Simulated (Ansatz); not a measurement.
# Ag (fcc type): the cost of one run

Method: DFT LDA, with the methods named in each step, in Ansatz 0.2.0.

1 further run of the same task is left out (it didn't finish). Runs told in other sessions of the task aren't counted.

**1. Starting point**

Symmetry: Fm-3m, No. 225, cubic system. The conventional cell has a = 3.999 Å, b = 3.999 Å, c = 3.999 Å, α = 90.00°, β = 90.00°, γ = 90.00°. Ag (site symmetry m-3m) has 12 Ag at 2.83 Å in its first shell of neighbours.

Coordinates:

```xyz
1
Lattice="0.0000 1.9997 1.9997 1.9997 0.0000 1.9997 1.9997 1.9997 0.0000" Properties=species:S:1:pos:R:3 pbc="T T T"
Ag    0.0000    0.0000    0.0000
```

Whether this phase is the stable one at these pressures isn't tested.

**2. Cell relaxed at zero pressure, PAW**

Contents of input.yaml:

```yaml
crystal:
  lattice:
    - [0.0, 1.9996666111, 1.9996666111]
    - [1.9996666111, 0.0, 1.9996666111]
    - [1.9996666111, 1.9996666111, 0.0]
  atoms:
    - { symbol: Ag, position: [0.0, 0.0, 0.0] }
kpoints:
  mp_grid: { grid: [18, 18, 18] }
scf:
  occupations: { method: fermi_dirac, width: 0.05 }
hamiltonian:
  xc: lda
  pseudopotentials: { kind: paw }
output:
  forces: true
  stress: true
  write_density: true
  write_potential: true
  elf: true
  volumetric_format: npy
relax:
  f_tol: 0.005
  max_steps: 40
  cell: {}
```

Launch:

```
ansatz run input.yaml --threads 1 --pin off --max-ram 2048MiB --backend cpu --events-out ev --progress --plain --runs-dir out
```

Q: Estimate wall time and peak memory on 1 thread of Arm Neoverse V2, shared host.

About 6.8 s, with a peak of 0.32 GiB.
